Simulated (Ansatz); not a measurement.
# Br2H2Si: interaction energy of a dimer with the counterpoise correction, by script

How strongly do two molecules of Br2H2Si bind, and how much of that is basis error? Wanted for Br2H2Si: the interaction energy of a dimer with the counterpoise correction.

All numbers are computed with Ansatz 0.2.0 through its Python package. Level of theory: MP2/def2-SVPD.

## (1) Starting point

Bond lengths: Br1–Si2 2.192 Å, Si2–Br3 2.228 Å, Si2–H4 1.530 Å, Si2–H5 1.471 Å. Angles: Br1–Si2–Br3 110.1°, Br1–Si2–H4 110.6°, Br1–Si2–H5 109.4°, Br3–Si2–H4 109.2°, Br3–Si2–H5 110.0°, H4–Si2–H5 107.5°.

The script holds or builds the structure itself.

## (2) The script

File run_dimer.py:

```python
"""Binding of a Br2H2Si dimer at a trial geometry."""

from dataclasses import dataclass

import ansatz


@dataclass
class RunConfig:
    basis_set: str = "def2-SVPD"
    level: str = "mp2"


cfg = RunConfig()

FIRST = [
    ("Br", (-1.6947, -1.2133, 0.3635)),
    ("Si", (0.1336, -0.044, 0.0578)),
    ("Br", (-0.3333, 1.83, -1.0533)),
    ("H", (1.1646, -0.8542, -0.7311)),
    ("H", (0.7297, 0.2813, 1.3631)),
]
SECOND = [
    ("Br", (-2.2402, -1.4546, -3.2911)),
    ("Si", (-2.5994, -3.6078, -3.0954)),
    ("Br", (-1.0532, -4.7474, -4.2245)),
    ("H", (-3.9858, -3.9726, -3.6308)),
    ("H", (-2.5606, -3.9825, -1.673)),
]

def energy(atoms, ghosts=()):
    molecule = ansatz.Crystal.molecule()
    for symbol, xyz in atoms:
        molecule = molecule.atom(symbol, xyz)
    calc = (
        molecule.calculation()
        .basis(gaussian=cfg.basis_set)
        .correlation(cfg.level)
    )
    deck = calc.input()
    if ghosts:
        deck = deck.set(ansatz.key.basis.gaussian.ghost_atoms, [{"symbol": s, "position_ang": list(xyz)} for s, xyz in ghosts])
    return ansatz.Session.from_dict(deck).plan().execute().report["free_energy_ev"]


def main() -> None:
    # ghost atoms carry the functions of the partner
    both = energy(FIRST + SECOND)
    alone = energy(FIRST) + energy(SECOND)
    ghosted = energy(FIRST, SECOND) + energy(SECOND, FIRST)
    print(f"dimer {both:.6f} eV")
    print(f"interaction, uncorrected   {96.485332 * (both - alone):8.3f} kJ/mol")
    print(f"interaction, counterpoise  {96.485332 * (both - ghosted):8.3f} kJ/mol")
    print(f"basis-set superposition    {96.485332 * (alone - ghosted):8.3f} kJ/mol")


if __name__ == "__main__":
    main()
```

## (3) The input behind the calls

The package turns the script's settings into the engine's input (first run):

```yaml
crystal:
  periodic: [false, false, false]
  atoms:
    - { symbol: Br, position_ang: [-1.6947, -1.2133, 0.3635] }
    - { symbol: Si, position_ang: [0.1336, -0.044, 0.0578] }
    - { symbol: Br, position_ang: [-0.3333, 1.83, -1.0533] }
    - { symbol: H, position_ang: [1.1646, -0.8542, -0.7311] }
    - { symbol: H, position_ang: [0.7297, 0.2813, 1.3631] }
    - { symbol: Br, position_ang: [-2.2402, -1.4546, -3.2911] }
    - { symbol: Si, position_ang: [-2.5994, -3.6078, -3.0954] }
    - { symbol: Br, position_ang: [-1.0532, -4.7474, -4.2245] }
    - { symbol: H, position_ang: [-3.9858, -3.9726, -3.6308] }
    - { symbol: H, position_ang: [-2.5606, -3.9825, -1.673] }
basis:
  gaussian:
    orbitals: def2-SVPD
correlation:
  method: mp2
```

## (4) Running it

Launch:

```sh
python run_dimer.py
```

**Question.** How large is the interaction at this pose, and how much of it is basis-set superposition?

**Answer**, as computed:

```
                        quantity           value
 interaction energy, uncorrected  -12.082 kJ/mol
interaction energy, counterpoise   -3.047 kJ/mol
                   runs compared               5
```

**Reading.** The counterpoise correction takes away 75 % of the apparent binding. Uncorrected it is -12.082 kJ/mol, with the counterpoise correction -3.047 kJ/mol; the difference, 9.035 kJ/mol, is the superposition error. The dimer is a generated trial pose of unrelaxed monomers, not a minimum, so the figure is no binding energy, and the basis set is small.
